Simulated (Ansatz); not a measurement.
Working through relaxations under a series of pressures of LuH2, space group Fm-3m

Program: Ansatz's Python interface.

Run as a notebook:

In [1]:
```python
import warnings

import ansatz
import numpy as np
from pymatgen.core import Lattice, Structure
from pymatgen.io.ase import AseAtomsAdaptor
```

In [2]:
```python
def edges_and_angles(cell):
    cell = np.asarray(cell)
    a, b, c = np.linalg.norm(cell, axis=1)
    cosines = cell[1] @ cell[2] / (b * c), cell[0] @ cell[2] / (a * c), cell[0] @ cell[1] / (a * b)
    return (a, b, c, *np.degrees(np.arccos(cosines)))
```

In [3]:
```python
warnings.simplefilter("ignore", ansatz.DeckWarning)
```

In [4]:
```python
pmg_structure = Structure(
    Lattice([(0.0, 2.5165, 2.5165), (2.5165, 0.0, 2.5165), (2.5165, 2.5165, 0.0)]),
    ["Lu", "H", "H"],
    [
        (0.0, 0.0, 0.0),
        (0.25, 0.25, 0.25),
        (0.75, 0.75, 0.75),
    ],
)
structure = ansatz.Crystal.from_ase(AseAtomsAdaptor.get_atoms(pmg_structure))
```

In [5]:
```python
calc = (
    structure.calculation()
    .functional("LDA")
    .pseudopotentials("paw")
    .kpoints(9)
    .occupations("fermi_dirac", width=0.1)
)

rows = []
for pressure in [0, 5, 10, 20]:
    done = calc.relax(cell=True, pressure=pressure, force_tolerance=0.02).run(threads=1)
    cell = done.lattice.cell_ang
    n_atoms = len(done.lattice.sites)
    volume = abs(np.linalg.det(cell)) / n_atoms
    enthalpy = done.report["free_energy_ev"] / n_atoms + pressure * volume / 160.21766
    rows.append((pressure, volume, enthalpy, *edges_and_angles(cell)))
    print(f"{pressure} GPa done: {volume:.4f} A^3/atom")
```
```text
0 GPa done: 9.8696 A^3/atom
5 GPa done: 9.4428 A^3/atom
10 GPa done: 9.0925 A^3/atom
20 GPa done: 8.5376 A^3/atom
```

In [6]:
```python
print(" P (GPa)  V (A^3/atom)  H (eV/atom)     a       b       c")
for row in rows:
    print("{:8.1f} {:12.4f} {:14.5f} {:7.4f} {:7.4f} {:7.4f}".format(*row[:6]))
p, v = np.array([row[0] for row in rows], float), np.array([row[1] for row in rows])
print("mean bulk modulus between rows (GPa):", np.round(-np.diff(p) / np.diff(np.log(v)), 1))
```
```text
 P (GPa)  V (A^3/atom)  H (eV/atom)     a       b       c
     0.0       9.8696    -4842.17295  3.4725  3.4725  3.4725
     5.0       9.4428    -4841.87188  3.4217  3.4217  3.4217
    10.0       9.0925    -4841.58282  3.3789  3.3789  3.3789
    20.0       8.5376    -4841.03345  3.3087  3.3087  3.3087
mean bulk modulus between rows (GPa): [113.1 132.3 158.8]
```

The volume falls from 9.87 Å³ an atom at 0 GPa to 8.54 at 20 GPa, by 13.5 %. Between 0 and 5 GPa, -V dP/dV is about 113 GPa, a mean over that step.

What to keep in mind:
- Absolute energies stand on the zero of these potentials, so only differences at equal settings mean something.
- At a fixed pressure a relaxation lowers the enthalpy F + PV, while F alone can rise.
- For a metal this k-point mesh is coarse: on a finer one energies can move by several to tens of meV an atom and pressures by half a GPa or more, differences at one mesh by less.
- The starting cell is as deposited in a crystallographic database; the results hold for this polymorph, which needn't be the stable one.
- Symmetry holds the cell in this phase, whether or not it is the stable one at each pressure.
- Hardware and time: 37 s on 1 thread of Arm Neoverse V1, on a shared host, peak memory 0.43 GiB.

(Lines on the test bed's own set-up are left out of the output.)
